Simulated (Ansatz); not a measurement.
# C₅H₁₁ClO₃: a ladder of functionals and wavefunction methods

One table from this session's results is given with a row withheld; the runs are named, their logs left out.

Method: functionals in def2-TZVPP, the program's frozen cores in correlated methods; program: Ansatz 0.2.0, Gaussian basis.

Plan: LDA (SPW92), PBE-D4, revPBE-D4, BLYP-D4, r2SCAN-D4, B97M-V, PBE0-D4, B3LYP-D4, r2SCANh-D4, r2SCAN0-D4, HSE06-D4, BHLYP-D4, CAM-B3LYP-D4, LC-ωPBE, ωB97X-V, ωB97M-V, B2PLYP, PBE-QIDH; CCSD(T)/def2-SVP; CCSD(T)/def2-TZVPP; MP2/def2-QZVPP; extrapolation to the limit; RPA on PBE.

**The geometry**

All runs share one geometry, relaxed beforehand with PBE0-D4 in a triple-zeta def2 set.

SMILES `COC(CCl)(OC)OC`, 20 atoms, charge 0, spin multiplicity 1.

Atoms are counted from 1 here; the program's logs count them from 0.

Bond lengths: C1–O2 1.411 Å, C1–H10 1.094 Å, C1–H11 1.089 Å, C1–H12 1.095 Å, O2–C3 1.388 Å, C3–C4 1.531 Å, C3–O6 1.391 Å, C3–O8 1.385 Å, C4–Cl5 1.772 Å, C4–H13 1.087 Å, C4–H14 1.088 Å, O6–C7 1.415 Å, C7–H15 1.092 Å, C7–H16 1.089 Å, C7–H17 1.094 Å, O8–C9 1.416 Å, C9–H18 1.090 Å, C9–H19 1.091 Å and more. Angles: O2–C1–H10 111.4°, O2–C1–H11 106.4°, O2–C1–H12 111.3°, H10–C1–H11 109.2°, H10–C1–H12 109.7°, H11–C1–H12 108.7°, C1–O2–C3 115.9°, O2–C3–C4 114.4°, O2–C3–O6 112.2°, O2–C3–O8 108.0°, C4–C3–O6 102.5°, C4–C3–O8 110.7°, O6–C3–O8 109.0°, C3–C4–Cl5 112.4°, C3–C4–H13 107.8°, C3–C4–H14 110.8°, Cl5–C4–H13 108.1°, Cl5–C4–H14 108.1° and more.

The first run:

in.yaml reads:

```yaml
crystal:
  periodic: [false, false, false]
  atoms:
    - {symbol: C, position_ang: [-0.835958, 1.922106, 0.233345]}
    - {symbol: O, position_ang: [-0.473024, 0.619103, 0.634007]}
    - {symbol: C, position_ang: [0.365860, -0.070218, -0.230522]}
    - {symbol: C, position_ang: [1.647648, 0.680398, -0.600136]}
    - {symbol: Cl, position_ang: [2.546984, 1.226112, 0.825818]}
    - {symbol: O, position_ang: [-0.222701, -0.288033, -1.471876]}
    - {symbol: C, position_ang: [-1.373699, -1.111027, -1.452234]}
    - {symbol: O, position_ang: [0.664287, -1.292924, 0.348109]}
    - {symbol: C, position_ang: [0.484269, -1.465310, 1.742377]}
    - {symbol: H, position_ang: [-1.183718, 1.938758, -0.803598]}
    - {symbol: H, position_ang: [-1.649517, 2.230002, 0.888950]}
    - {symbol: H, position_ang: [-0.003104, 2.622134, 0.354479]}
    - {symbol: H, position_ang: [2.282978, -0.001212, -1.159637]}
    - {symbol: H, position_ang: [1.422727, 1.551900, -1.211054]}
    - {symbol: H, position_ang: [-1.122622, -2.129404, -1.148797]}
    - {symbol: H, position_ang: [-1.758609, -1.117157, -2.470956]}
    - {symbol: H, position_ang: [-2.137431, -0.711520, -0.778627]}
    - {symbol: H, position_ang: [0.897716, -2.448989, 1.964038]}
    - {symbol: H, position_ang: [1.020186, -0.709498, 2.318245]}
    - {symbol: H, position_ang: [-0.572269, -1.445190, 2.018078]}
basis:
  gaussian: {orbitals: def2-TZVPP}
hamiltonian: {xc: lda}
output: {orbitals: {seedname: orbitals}}
```

Started as:

```
$ ansatz run in.yaml --threads 4 --pin off --events-out ev --progress --plain --max-ram 41984MiB --backend cuda --devices 0, --max-vram 37GiB
```

Among the steps run: LDA; PBE-D4 (GGA); revPBE-D4 (GGA); BLYP-D4 (GGA); r2SCAN-D4 (meta-GGA); B97M-V (meta-GGA); B3LYP-D4 (hybrid); r2SCANh-D4 (hybrid); r2SCAN0-D4 (hybrid); HSE06-D4 (hybrid); BHLYP-D4 (hybrid); CAM-B3LYP-D4 (range-separated); LC-ωPBE (range-separated); ωB97X-V (range-separated); ωB97M-V (range-separated); B2PLYP (double hybrid); PBE-QIDH (double hybrid).

One table of the session follows, with a row left open; its other results are not shown here.

It belongs to the step «Orbital energies across the functionals». 

| functional | HOMO (eV) | LUMO (eV) | gap (eV) |
| --- | --- | --- | --- |
| LDA (SPW92) | -6.24 | -0.37 | 5.87 |
| PBE-D4 | -6.10 | -0.14 | 5.95 |
| revPBE-D4 | -6.03 | -0.05 | 5.99 |
| BLYP-D4 | -6.01 | -0.03 | 5.98 |
| r2SCAN-D4 | -6.41 | 0.18 | 6.60 |
| B97M-V | -6.58 | 0.19 | 6.77 |
| PBE0-D4 | -7.63 | 1.02 | 8.65 |
| B3LYP-D4 | -7.41 | 0.72 | 8.13 |
| r2SCANh-D4 | -6.99 | 0.61 | 7.60 |
| r2SCAN0-D4 | -7.85 | 1.22 | 9.07 |
| HSE06-D4 | -7.22 | 0.63 | 7.85 |
| BHLYP-D4 | -9.10 | 1.88 | 10.97 |
| CAM-B3LYP-D4 | -9.08 | 2.03 | 11.11 |
| LC-ωPBE | -10.39 | 3.35 | 13.73 |
| ωB97X-V | ? | ? | ? |
| ωB97M-V | -10.00 | 2.68 | 12.68 |

Estimate the missing values for ωB97X-V.

**Answer.** HOMO (eV): -10.08; LUMO (eV): 3.11; gap (eV): 13.19. In the column «HOMO (eV)» it lies between LC-ωPBE (-10.39) and ωB97M-V (-10.00).
